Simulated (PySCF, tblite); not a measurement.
**CH₁₁ClSi₄: geometry, infrared bands and NMR shifts**

Aim: predict the infrared bands and NMR shifts of CH₁₁ClSi₄ (`[SiH3][SiH2]C[SiH2][SiH2]Cl`).

Programs: tblite 0.8.0 and PySCF 2.14.0, with density-fitted response routines of our own. Each step states its level of theory. These are calculated values for one molecule in the gas phase, unless marked as measured. Atoms count from 0, in the outputs and in this text.

## 1. The starting structure

17 atoms, charge 0, multiplicity 1; geometry from: force field or distance geometry start.

Bonds of the start (Å): Si0–Si1 2.24, Si1–C2 1.83, C2–Si3 1.86, Si3–Si4 2.23, Si4–Cl5 2.08, Si0–H6 1.47, Si0–H7 1.48, Si0–H8 1.48, Si1–H9 1.47, Si1–H10 1.48, C2–H11 1.13, C2–H12 1.10, Si3–H13 1.49, Si3–H14 1.48, Si4–H15 1.46, Si4–H16 1.49.

## 2. Optimising the geometry with GFN2-xTB

The job: settings as JSON, then the geometry in Å.

```
{"job": {"kind": "relax", "xc": "GFN2-xTB", "basis": "xTB"}, "charge": 0, "multiplicity": 1}
Si     2.814100     0.789500    -0.281900
Si     1.551800    -0.954800     0.341800
C     -0.085300    -0.959100    -0.479200
Si    -1.517500    -0.685600     0.680300
Si    -2.767700     0.955700    -0.171400
Cl    -2.586800     2.670500     0.993000
H      3.634900     0.460800    -1.452800
H      3.645900     1.254300     0.854800
H      1.923400     1.891600    -0.715300
H      1.341300    -0.970900     1.797300
H      2.264200    -2.162100    -0.139800
H     -0.090200    -0.089900    -1.197800
H     -0.280500    -1.843000    -1.111000
H     -2.396100    -1.882200     0.721300
H     -1.094000    -0.306100     2.042100
H     -4.155100     0.550200    -0.381500
H     -2.209200     1.293200    -1.509800
```

Launch:

```
$ OMP_NUM_THREADS=1 python probes_run.py task.json out
```

One launch serves the whole session: the jobs run in the order shown.

**Question.** This job is followed by: GFN2-xTB harmonic vibrations, gas phase; GIAO PBE0/pcSseg-1 NMR shielding, non-relativistic, gas phase. What will the session give for the following? strongest single infrared mode (GFN2-xTB); zero-point energy (GFN2-xTB); ¹³C shifts against TMS (PBE0/pcSseg-1); ¹H shifts against TMS (PBE0/pcSseg-1, means over atoms taken as alike); ²⁹Si shifts against TMS (PBE0/pcSseg-1); ³⁵Cl shifts against HCl (PBE0/pcSseg-1).

The runs gave:

```
                                                              quantity                             value
                             strongest single infrared mode (GFN2-xTB)             2211 cm⁻¹, 768 km/mol
                                          zero-point energy (GFN2-xTB)                     63.3 kcal/mol
                                ¹³C shifts against TMS (PBE0/pcSseg-1)                         -15.3 ppm
¹H shifts against TMS (PBE0/pcSseg-1, means over atoms taken as alike)  5.34, 4.19, 4.17, 3.52, 0.07 ppm
                               ²⁹Si shifts against TMS (PBE0/pcSseg-1)   -31.5, -70.9, -75.5, -116.0 ppm
                               ³⁵Cl shifts against HCl (PBE0/pcSseg-1)                          -103 ppm
```

In words: Relaxing lowered the energy by 0.556 eV in 277 steps; the close pair that moved most is Si1–C2, from 1.831 to 1.915 Å. The lowest mode is imaginary (44i cm⁻¹), so the xTB geometry is not a minimum. The strongest single mode, at 2211 cm⁻¹, moves mainly H6. Unscaled tight-binding wavenumbers are off by several per cent, some by more. Its intensities can rank the bands wrongly. At PBE0/pcSseg-1: The largest span, 136 ppm, is at Cl5, where the paramagnetic term is -97 ppm.
